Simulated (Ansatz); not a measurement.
Task: a rigid torsion scan of CH₇BrGe₂, SMILES [GeH3][CH2][GeH2][Br], with the Python package of Ansatz (0.2.0). Give the script and its output. Level of theory (for the species named): Hartree-Fock, def2-SVP basis, multiplicity 1.

```xyz
11

Ge   -1.5457    0.4352    0.1230
C    -0.1266   -0.7510   -0.4779
Ge    1.5776   -0.1431    0.2358
Br    2.1088    1.9407   -0.6567
H    -2.9039   -0.0681   -0.4281
H    -1.5848    0.4454    1.6724
H    -1.2751    1.8698   -0.3976
H    -0.0857   -0.7490   -1.5864
H    -0.3306   -1.7798   -0.1168
H     1.4831   -0.0405    1.7796
H     2.6828   -1.1597   -0.1474
```

`ch7brge2.py`
```python
"""Energy of CH7BrGe2 as one group turns about a bond."""

import logging
import sys

import ansatz as az
from ase import Atoms

logging.basicConfig(stream=sys.stdout, format="%(levelname)s %(message)s")
logger = logging.getLogger("run")
logger.setLevel(logging.INFO)

atoms = Atoms(["Ge", "C", "Ge", "Br", "H", "H", "H", "H", "H", "H", "H"], positions=[
    (-1.5457, 0.4352, 0.123),
    (-0.1266, -0.751, -0.4779),
    (1.5776, -0.1431, 0.2358),
    (2.1088, 1.9407, -0.6567),
    (-2.9039, -0.0681, -0.4281),
    (-1.5848, 0.4454, 1.6724),
    (-1.2751, 1.8698, -0.3976),
    (-0.0857, -0.749, -1.5864),
    (-0.3306, -1.7798, -0.1168),
    (1.4831, -0.0405, 1.7796),
    (2.6828, -1.1597, -0.1474),
])

# start the scan from a relaxed geometry
first = (
    az.Crystal.molecule_from_ase(atoms).calculation()
    .basis(gaussian="def2-SVP")
    .functional("HF")
    .scf(lower_state_search="off")
    .relax(force_tolerance=0.02, max_steps=80)
)
atoms.positions = first.run(threads=1, backend="cpu").report["positions_ang"]

start = atoms.get_dihedral(2, 1, 0, 4)
energies = {}
for turn in range(0, 121, 15):
    turned = atoms.copy()
    turned.set_dihedral(2, 1, 0, 4, start + turn, indices=[0, 4, 5, 6])
    base = (
        az.Crystal.molecule_from_ase(turned).calculation()
        .basis(gaussian="def2-SVP")
        .functional("HF")
        .scf(lower_state_search="off")
    )
    energies[round((start + turn) % 360)] = base.run(threads=1, backend="cpu").report["free_energy_ev"]
floor = min(energies.values())
logger.info("dihedral Ge2-C1-Ge0-H4 (deg)   E - E(min) (eV)")
for angle, e in sorted(energies.items()):
    logger.info(f"{angle:8d} {(e - floor):14.3f}  " + "#" * int(30 * (e - floor) / max(max(energies.values()) - floor, 1e-9)))
```

```console
$ python ch7brge2.py
INFO dihedral Ge2-C1-Ge0-H4 (deg)   E - E(min) (eV)
INFO      189          0.000
INFO      204          0.004  ###
INFO      219          0.018  #############
INFO      234          0.032  ########################
INFO      249          0.039  ##############################
INFO      264          0.036  ###########################
INFO      279          0.025  ##################
INFO      294          0.011  ########
INFO      309          0.005  ###
```

Reading the output:
- The settings weren't tested for convergence.
- The scan is rigid and the energies are electronic, in a modest basis. With rigid groups the curve can differ much from the relaxed path, the start wasn't checked as a minimum of this torsion, and equivalent turns needn't return to the same energy.
- The whole script took 93 s on 1 thread of Arm Neoverse V2, with other jobs on the host, peak memory 0.52 GiB.
